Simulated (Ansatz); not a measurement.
two structures of Al, a comparison of enthalpies under pressure

With Ansatz 0.2.0 through its Python package.

Interactive session:
```pycon
>>> import warnings
>>> import ansatz as az
>>> import numpy as np
>>> import pandas as pd
>>> FUNCTIONAL = "r2scan"
>>> CUTOFF_EV = 550
>>> K_SPACING = 0.3
>>> FILLING = "cold"
>>> SIGMA = 0.1
>>> def bcc(first, a):
...     return az.Crystal.bcc(first, a=a)
...
>>> def hcp(first, a):
...     return (
...         az.Lattice.from_parameters(a, a, 1.633 * a, alpha=90, beta=90, gamma=120)
...         .space_group(194)
...         .atom(first, (1 / 3, 2 / 3, 0.25))
...     )
...
>>> def ground_state(name, crystal, pressure=0.0):
...     calc = (
...         crystal.calculation()
...         .functional(FUNCTIONAL)
...         .basis(CUTOFF_EV)
...         .kpoints(spacing=K_SPACING)
...         .occupations(FILLING, width=SIGMA)
...     )
...     calc = calc.relax(force_tolerance=0.02, cell=True, pressure=pressure)
...     return calc.run()
...
>>> def volume_per_atom(outcome):
...     return abs(np.linalg.det(outcome.lattice.cell_ang)) / len(outcome.lattice.sites)
...
>>> warnings.simplefilter("ignore", az.DeckWarning)
>>> phases = {}
>>> phases["bcc"] = bcc("Al", 3.21)
>>> phases["hcp"] = hcp("Al", 2.86)
>>> # H = E + PV, with 1 eV per cubic angstrom equal to 160.2 GPa
>>> pressures = [0, 5, 10, 20]
>>> enthalpy, volume = {name: [] for name in phases}, {name: [] for name in phases}
>>> for p in pressures:
...     for name, crystal in phases.items():
...         o = ground_state(name, crystal, pressure=p)
...         volume[name].append(volume_per_atom(o))
...         enthalpy[name].append(o.report["energy_sigma0_ev"] / len(o.lattice.sites) + p * volume[name][-1] / 160.21766)
...

>>> gap = np.array(enthalpy["hcp"]) - np.array(enthalpy["bcc"])
>>> rows = [(p, va, vb, 1000 * d) for p, va, vb, d in zip(pressures, volume["bcc"], volume["hcp"], gap)]
>>> print(pd.DataFrame(rows, columns=["P (GPa)", "V bcc (A^3/atom)", "V hcp (A^3/atom)", "H(hcp) - H(bcc) (meV/atom)"]).round(4).to_string(index=False))
 P (GPa)  V bcc (A^3/atom)  V hcp (A^3/atom)  H(hcp) - H(bcc) (meV/atom)
       0           16.3538           16.1499                    -72.2620
       5           15.5208           15.2992                    -79.1901
      10           14.8030           14.6730                    -85.5665
      20           13.6505           13.6706                    -87.9101
>>> crossings = [p0 - g0 * (p1 - p0) / (g1 - g0) for p0, p1, g0, g1 in zip(pressures, pressures[1:], gap, gap[1:]) if g0 * g1 < 0]
>>> print("crossing near", [round(float(p), 1) for p in crossings], "GPa") if crossings else print("no crossing in this range")
no crossing in this range
```

Reading the output:
- Total energies depend on the potentials; only differences at equal settings carry meaning.
- At a fixed pressure a relaxation lowers the enthalpy F + PV, while F alone can rise.
- For the metals among these phases the mesh is modest: differences between phases can be off by up to 40 meV an atom.
- Only these two structures are compared, at zero temperature and with their symmetry kept; either may be hypothetical, and another phase may be lower than both. Differences under about 40 meV an atom lie within the error of mesh and functional.
- The cells are prototypes set up for this calculation and needn't exist.
- Run time: 55 s on 1 thread of Arm Neoverse V2, with other jobs on the host, peak memory 0.5 GiB.

(Lines on the test bed's own set-up are left out of the output.)
